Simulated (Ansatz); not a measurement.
# ZrO2: energies up the ladder

Wanted for ZrO2: energies up the ladder.

Method: the levels named in each step, in Ansatz 0.2.0.

### 1 The starting structure

Bond lengths: O1–Zr2 1.779 Å, Zr2–O3 1.779 Å. Angles: O1–Zr2–O3 106.4°.

Coordinates:

```xyz
3

O    -1.0364    0.3093   -1.2174
Zr   -0.1014   -0.0643    0.2494
O     1.6145    0.0575   -0.2046
```

### 2 A rough first relaxation, PBE-D4/def2-SVP

This run stands in another session on the same molecule. It ended at:

```xyz
3

O    -1.0403    0.3094   -1.2180
Zr   -0.1007   -0.0639    0.2477
O     1.6178    0.0570   -0.2024
```

### 3 Relaxation, PBE0-D4/def2-TZVPP

This run stands in another session on the same molecule. It ended at:

```xyz
3

O    -1.0381    0.3065   -1.2067
Zr   -0.0933   -0.0592    0.2296
O     1.6082    0.0552   -0.1956
```

### 4 Frequencies, PBE0-D4/def2-TZVPP

File input.yaml:

```yaml
crystal:
  periodic: [false, false, false]
  atoms:
    - { symbol: O, position_ang: [-1.03809296, 0.30652255, -1.20665055] }
    - { symbol: Zr, position_ang: [-0.09333892, -0.05922536, 0.22958212] }
    - { symbol: O, position_ang: [1.60819188, 0.05518281, -0.19560159] }
basis:
  gaussian: { orbitals: def2-TZVPP }
hamiltonian:
  xc: pbe0
  dispersion: d4
phonons: {}
```

Launch:

```
$ ansatz run input.yaml --threads 4 --pin off --max-ram 10240MiB --backend cpu --events-out ev --progress --plain --runs-dir out
```

Log, cut to the lines that bear on the results:

```text
Warning: RAYON_NUM_THREADS=4 ignored (pool sized by the plan → 4); use --threads N
[...]
Functional definition: PBE0
[...]
692 factors; their error is unknown
[...]
mean field -5372.71579768 eV, -197.4436638072 hartree, gradient 1.4e-5 eV, S^2 0.000000; 0 other end points of the search recorded, 0 dependent functions left out
[...]
reference -5372.71584374 eV, -197.4436654997 hartree; 14, 14 occupied and 104, 104 virtual orbitals, 692 factors
[...]
692 factors; their error is unknown
mean field -5372.71571538 eV, -197.4436607826 hartree, gradient 2.3e-6 eV, S^2 0.000000; 0 other end points of the search recorded, 0 dependent functions left out
[...]
reference -5372.71576144 eV, -197.4436624753 hartree; 14, 14 occupied and 104, 104 virtual orbitals, 692 factors
[...]
692 factors; their error is unknown
[...]
mean field -5372.71568065 eV, -197.4436595064 hartree, gradient 2.3e-6 eV, S^2 0.000000; 0 other end points of the search recorded, 0 dependent functions left out
[...]
reference -5372.71572670 eV, -197.4436611986 hartree; 14, 14 occupied and 104, 104 virtual orbitals, 692 factors
[...]
692 factors; their error is unknown
mean field -5372.71576687 eV, -197.4436626751 hartree, gradient 2.3e-6 eV, S^2 0.000000; 0 other end points of the search recorded, 0 dependent functions left out
[...]
reference -5372.71581293 eV, -197.4436643676 hartree; 14, 14 occupied and 104, 104 virtual orbitals, 692 factors
[...]
692 factors; their error is unknown
mean field -5372.71578801 eV, -197.4436634519 hartree, gradient 2.3e-6 eV, S^2 0.000000; 0 other end points of the search recorded, 0 dependent functions left out
[...]
reference -5372.71583407 eV, -197.4436651443 hartree; 14, 14 occupied and 104, 104 virtual orbitals, 692 factors
[...]
692 factors; their error is unknown
mean field -5372.71568873 eV, -197.4436598032 hartree, gradient 2.3e-6 eV, S^2 0.000000; 0 other end points of the search recorded, 0 dependent functions left out
[...]
reference -5372.71573477 eV, -197.4436614954 hartree; 14, 14 occupied and 104, 104 virtual orbitals, 692 factors
[...]
692 factors; their error is unknown
[...]
mean field -5372.71571399 eV, -197.4436607317 hartree, gradient 2.3e-6 eV, S^2 0.000000; 0 other end points of the search recorded, 0 dependent functions left out
[...]
reference -5372.71576005 eV, -197.4436624245 hartree; 14, 14 occupied and 104, 104 virtual orbitals, 692 factors
Total energy: -5372.76404487 eV, -197.4454368586 hartree
Atom 0 at    -1.038093     0.306523    -1.206651 Å, force     0.000066    -0.000059     0.000231 eV/Å
Atom 1 at    -0.093339    -0.059225     0.229582 Å, force     0.000145     0.000092    -0.000356 eV/Å
Atom 2 at     1.608192     0.055183    -0.195602 Å, force    -0.000211    -0.000033     0.000125 eV/Å
Dipole moment:    -0.595974    -0.378128     1.465883 e Å
Vibrations: 309.21 884.94 959.87 cm⁻¹, zero-point energy 0.133532 eV
```

Run time: 10 s. Hardware: 4 threads of AMD EPYC (Zen 3), shared host; peak memory 0.2 GiB.

Harmonic frequencies (cm⁻¹; negative: imaginary): 309, 885, 960.

### 5 Single point, PBE-D4/def2-TZVPP

input.yaml, as its differences from that of step 4:

```diff
@@ -9,4 +9,3 @@
 hamiltonian:
-  xc: pbe0
+  xc: pbe
   dispersion: d4
-phonons: {}
```

Launch:

```
$ ansatz run input.yaml --threads 4 --pin off --max-ram 10240MiB --backend cpu --events-out ev --progress --plain --runs-dir out
```

Log:

```text
Warning: RAYON_NUM_THREADS=4 ignored (pool sized by the plan → 4); use --threads N
Engine: ansatz 0.2.0, x86_64-unknown-linux-gnu
Functional definition: PBE
  parameter kappa = 0.804
  parameter beta = 0.06672455060314922
  exchange = pbe_x(kappa = kappa, mu = beta*pi^2/3)
  correlation = pbe_c(beta = beta)
614 factors; their error is unknown
mean field evaluation 1: about -5350.2064 eV, gradient 1.2e2 eV
mean field evaluation 2: about -4912.3855 eV, gradient 3.6e2 eV
mean field evaluation 4: about -5371.2651 eV, gradient 3.7e1 eV
mean field evaluation 8: about -5374.1518 eV, gradient 6.6e-1 eV
mean field evaluation 16: about -5374.1508 eV, gradient 3.6e-5 eV
mean field -5374.15080364 eV, -197.4963993035 hartree, gradient 3.6e-5 eV, S^2 0.000000; 0 other end points of the search recorded, 0 dependent functions left out
reference -5374.15086568 eV, -197.4964015833 hartree; 14, 14 occupied and 104, 104 virtual orbitals, 614 factors
Total energy: -5374.20858524 eV, -197.4985227381 hartree
```

Wall time 1.2 s (4 threads of AMD EPYC (Zen 3), shared host); peak memory 0.13 GiB.

### 6 Single point, r2SCAN-D4/def2-TZVPP

input.yaml, as its differences from that of step 5:

```diff
@@ -9,3 +9,3 @@
 hamiltonian:
-  xc: pbe
+  xc: r2scan
   dispersion: d4
```

Launch:

```
$ ansatz run input.yaml --threads 4 --pin off --max-ram 10240MiB --backend cpu --events-out ev --progress --plain --runs-dir out
```

Log:

```text
Warning: RAYON_NUM_THREADS=4 ignored (pool sized by the plan → 4); use --threads N
[... 1 set-up line as earlier in the session ...]
Functional definition: r2SCAN
  parameter k0 = 0.174
  parameter k1 = 0.065
  parameter a1 = 4.9479
  exchange = r2scan_x(k0 = k0, k1 = k1, a1 = a1)
  correlation = r2scan_c
614 factors; their error is unknown
mean field evaluation 1: about -5354.3146 eV, gradient 1.1e2 eV
mean field evaluation 2: about -4948.5381 eV, gradient 3.5e2 eV
mean field evaluation 4: about -5374.9459 eV, gradient 2.5e1 eV
mean field evaluation 8: about -5376.3022 eV, gradient 2.0e-1 eV
mean field evaluation 16: about -5376.3013 eV, gradient 7.2e-5 eV
mean field -5376.30133255 eV, -197.5754297833 hartree, gradient 7.2e-5 eV, S^2 0.000000; 0 other end points of the search recorded, 0 dependent functions left out
reference -5376.30135494 eV, -197.5754306061 hartree; 14, 14 occupied and 104, 104 virtual orbitals, 614 factors
Total energy: -5376.31301121 eV, -197.5758589663 hartree
```

Wall time 2.7 s (4 threads of AMD EPYC (Zen 3), shared host); peak memory 0.16 GiB.

### 7 Single point, B3LYP-D4/def2-TZVPP

input.yaml, as its differences from that of step 6:

```diff
@@ -9,3 +9,3 @@
 hamiltonian:
-  xc: r2scan
+  xc: { name: B3LYP }
   dispersion: d4
```

Launch:

```
$ ansatz run input.yaml --threads 4 --pin off --max-ram 10240MiB --backend cpu --events-out ev --progress --plain --runs-dir out
```

Log:

```text
Warning: RAYON_NUM_THREADS=4 ignored (pool sized by the plan → 4); use --threads N
[... 1 set-up line as earlier in the session ...]
Functional definition: B3LYP
  parameter a0 = 0.2
  parameter ax = 0.72
  parameter ac = 0.81
  exchange = (1 - a0 - ax)*slater_x + ax*b88_x + a0*exact_x
  correlation = (1 - ac)*vwn_rpa_c + ac*lyp_c
648 factors; their error is unknown
mean field evaluation 1: about -5354.8962 eV, gradient 1.1e2 eV
mean field evaluation 2: about -4966.7083 eV, gradient 3.6e2 eV
mean field evaluation 4: about -5377.2250 eV, gradient 1.6e1 eV
mean field evaluation 8: about -5377.8353 eV, gradient 9.2e-2 eV
mean field evaluation 16: about -5377.8613 eV, gradient 4.8e-5 eV
mean field -5377.86133102 eV, -197.6327586696 hartree, gradient 4.8e-5 eV, S^2 0.000000; 0 other end points of the search recorded, 0 dependent functions left out
reference -5377.86157975 eV, -197.6327678104 hartree; 14, 14 occupied and 104, 104 virtual orbitals, 648 factors
Total energy: -5377.95741425 eV, -197.6362896634 hartree
```

Run time: 1.7 s. Hardware: 4 threads of AMD EPYC (Zen 3), shared host; peak memory 0.18 GiB.

### 8 Single point, wB97M-V/def2-TZVPP

input.yaml, as its differences from that of step 7:

```diff
@@ -9,3 +9,2 @@
 hamiltonian:
-  xc: { name: B3LYP }
-  dispersion: d4
+  xc: { name: wB97M-V }
```

Launch:

```
$ ansatz run input.yaml --threads 4 --pin off --max-ram 10240MiB --backend cpu --events-out ev --progress --plain --runs-dir out
```

Log, cut to the lines that bear on the results:

```text
Warning: RAYON_NUM_THREADS=4 ignored (pool sized by the plan → 4); use --threads N
[...]
Functional definition: wB97M-V
[...]
  gx(w, u) = 1 - cx + cx01*u + cx10*w
  gss(w, u) = css00 + css04*u^4 + css10*w + css20*w^2 + css43*w^4*u^3
  gos(w, u) = cos00 + cos10*w + (cos20 + cos21*u)*w^2 + (cos60 + cos61*u)*w^6
[...]
      + integral(e_c_pw_mod_opposite_spin*gos(b97_w_opposite, b97_u_opposite)) + vv10(b, c)
632 factors; their error is unknown
142 factors; integrals over basis functions are off by at most 1.8e-4 eV
[...]
mean field -5374.00084171 eV, -197.4908883044 hartree, gradient 3.5e-5 eV, S^2 0.000000; 0 other end points of the search recorded, 0 dependent functions left out
reference -5374.00091619 eV, -197.4908910412 hartree; 14, 14 occupied and 104, 104 virtual orbitals, 632 factors
Total energy: -5374.00091619 eV, -197.4908910412 hartree
```

Wall time 5.3 s (4 threads of AMD EPYC (Zen 3), shared host); peak memory 0.27 GiB.

### 9 Single point, B2PLYP/def2-TZVPP

input.yaml, as its differences from that of step 8:

```diff
@@ -9,2 +9,2 @@
 hamiltonian:
-  xc: { name: wB97M-V }
+  xc: { name: B2PLYP }
```

Launch:

```
$ ansatz run input.yaml --threads 4 --pin off --max-ram 10240MiB --backend cpu --events-out ev --progress --plain --runs-dir out
```

Log, cut to the lines that bear on the results:

```text
Warning: RAYON_NUM_THREADS=4 ignored (pool sized by the plan → 4); use --threads N
[...]
Functional definition: B2PLYP
[...]
794 factors; integrals over basis functions are off by at most 5.4e-4 eV
[...]
mean field -5365.06531591 eV, -197.1625137880 hartree, gradient 5.2e-6 eV, S^2 0.000000; 0 other end points of the search recorded, 0 dependent functions left out
2 core orbitals not correlated: weight in the atoms' cores, before any rotation towards them, 1.000 or more for the frozen orbitals, at most 0.000 for the correlated occupied ones
reference -5365.06547070 eV, -197.1625194761 hartree; 12, 12 occupied and 104, 104 virtual orbitals, 794 factors
second order -29.41155411 eV of doubles, -0.00000000 eV of singles
Total energy: -5373.00659031 eV, -197.4543502391 hartree
```

Run time: 3.4 s. Hardware: 4 threads of AMD EPYC (Zen 3), shared host; peak memory 0.23 GiB.

### 10 Single point, LDA/def2-TZVPP

input.yaml, as its differences from that of step 9:

```diff
@@ -9,2 +9,2 @@
 hamiltonian:
-  xc: { name: B2PLYP }
+  xc: lda
```

Launch:

```
$ ansatz run input.yaml --threads 4 --pin off --max-ram 10240MiB --backend cpu --events-out ev --progress --plain --runs-dir out
```

Log:

```text
Warning: RAYON_NUM_THREADS=4 ignored (pool sized by the plan → 4); use --threads N
[... 1 set-up line as earlier in the session ...]
Functional definition: SPW92
  exchange = slater_x
  correlation = pw_c
614 factors; their error is unknown
mean field evaluation 1: about -5322.5219 eV, gradient 1.2e2 eV
mean field evaluation 2: about -4887.1577 eV, gradient 3.6e2 eV
mean field evaluation 4: about -5343.2101 eV, gradient 3.6e1 eV
mean field evaluation 8: about -5345.9984 eV, gradient 7.1e-1 eV
mean field evaluation 16: about -5345.9983 eV, gradient 2.8e-5 eV
mean field -5345.99832488 eV, -196.4618147917 hartree, gradient 2.8e-5 eV, S^2 0.000000; 0 other end points of the search recorded, 0 dependent functions left out
reference -5345.99838338 eV, -196.4618169413 hartree; 14, 14 occupied and 104, 104 virtual orbitals, 614 factors
Total energy: -5345.99838338 eV, -196.4618169413 hartree
```

Run time: 0.81 s. Hardware: 4 threads of AMD EPYC (Zen 3), shared host; peak memory 0.13 GiB.

[end of part 1 of 2]
